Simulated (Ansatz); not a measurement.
**GeH (quartet): from Hartree-Fock to the top rungs at distance Ge1–H2 = 1.382 Å, cc-pVTZ**

Aim: climb from Hartree-Fock through coupled cluster and multireference methods for GeH (quartet) at one geometry and basis, and see what each rung misses.

The runs use Ansatz 0.2.0, Gaussian basis; cc-pVTZ, core rule «outside noble gas», up to 14 orbitals frozen.

Plan: UHF; CCSD(T) on ROHF; CCSD(T) on UHF; BCCD(T) on ROHF; CISD; CCSDT(Q) on ROHF; CCSDT(Q) on UHF; CASSCF and MRCISD+Q, 5 electrons in 5 orbitals; CASSCF and MRCISD+Q(relaxed), 5 electrons in 5 orbitals; CASSCF and NEVPT2, 5 electrons in 5 orbitals; Full CI.

18 further runs of the same task are left out: 2 for a mislabelled method, 10 that didn't finish, 6 set aside as unsound or not needed.

### Step 1. What is computed

The geometry derives from a PBE0/def2-TZVP stationary point (not a proven minimum). One bond is set to the value named and the two fragments are kept rigid. No spin-orbit coupling is included. The filled d shell of Ge may be among the frozen orbitals whatever the setting's name suggests; the logs give the count.

2 atoms, charge 0, spin multiplicity 4.

Atoms are counted from 1 here; the program's logs count them from 0.

Bond lengths: Ge1–H2 1.382 Å.

### Step 2. UHF

Input file in.yaml:

```yaml
crystal:
  periodic: [false, false, false]
  atoms:
    - {symbol: Ge, position_ang: [0.000000, 0.000000, 0.000000]}
    - {symbol: H, position_ang: [0.000000, 0.000000, 1.382000]}
basis:
  gaussian: {orbitals: cc-pVTZ}
magnetization: {spin_polarized: true, initial_magnetization: 3}
hamiltonian: {xc: hf}
output: {orbitals: {seedname: orbitals}}
```

Command:

```console
$ ansatz run in.yaml --threads 1 --pin off --events-out ev --progress --plain --max-ram 2393MiB
```

Further steps of the session: CCSD(T) on ROHF; CCSD(T) on UHF; BCCD(T) on ROHF; CISD; CCSDT(Q) on ROHF; CCSDT(Q) on UHF; CASSCF and MRCISD+Q, 5 electrons in 5 orbitals; CASSCF and MRCISD+Q(relaxed), 5 electrons in 5 orbitals; CASSCF and NEVPT2, 5 electrons in 5 orbitals; Full CI.

Before running them: what should the planned runs give, taken together? Wanted: FCI below the RHF energy; RMP2 from FCI; UMP2 from FCI; RCCSD from FCI; RCCSD(T) from FCI; UCCSD(T) from FCI; RCCSDT(Q) from FCI; UCCSDT(Q) from FCI; NEVPT2 valence from FCI.

As calculated:

```
                          quantity                                                                                                           value
          FCI below the RHF energy                                                                                                      -2.0791 eV
                     RMP2 from FCI                                                                                                    +46.5 kJ/mol
                     UMP2 from FCI                                                                                                    +43.7 kJ/mol
                    RCCSD from FCI                                                                                                     +7.2 kJ/mol
                 RCCSD(T) from FCI                                                                                                     +1.4 kJ/mol
                 UCCSD(T) from FCI                                                                                                     -1.2 kJ/mol
                RCCSDT(Q) from FCI                                                                                                     -0.1 kJ/mol
                UCCSDT(Q) from FCI                                                                                                     -2.7 kJ/mol
           NEVPT2 valence from FCI                                                                                                    +44.8 kJ/mol
         MRCISD+Q valence from FCI                                                                                                     +2.1 kJ/mol
MRCISD+Q(relaxed) valence from FCI                                                                                                     -0.6 kJ/mol
 levels within 1 kcal/mol (43 meV)  RCCSD(T), UCCSD(T), BCCD(T), RCCSDT, UCCSDT, RCCSDT(Q), UCCSDT(Q), MRCISD+Q valence, MRCISD+Q(relaxed) valence
                     T1 diagnostic                                                                                                           0.027
    effectively unpaired electrons                                                                                                            3.01
```

**Reading.** RCCSD(T) lands +1.4 kJ/mol from the yardstick (0.7 % of the correlation energy). CCSD(T) misses by +1.4 kJ/mol on the restricted determinant and by -1.2 kJ/mol on the unrestricted one; the two need not hold the same state or core. UCCSD(T), UCCSDT, UCCSDT(Q), MRCISD+Q(relaxed) valence fall below full CI: unrestricted runs freeze a spin-polarised core, another one than full CI's, and coupled cluster isn't variational. One determinant dominates. Of the multireference levels listed MRCISD+Q(relaxed) valence comes nearest in total energy (-0.6 kJ/mol), which doesn't show that its space is the better one. These misses are within one basis, not against nature; the frozen cores of restricted and unrestricted runs differ, which can shift their rows.
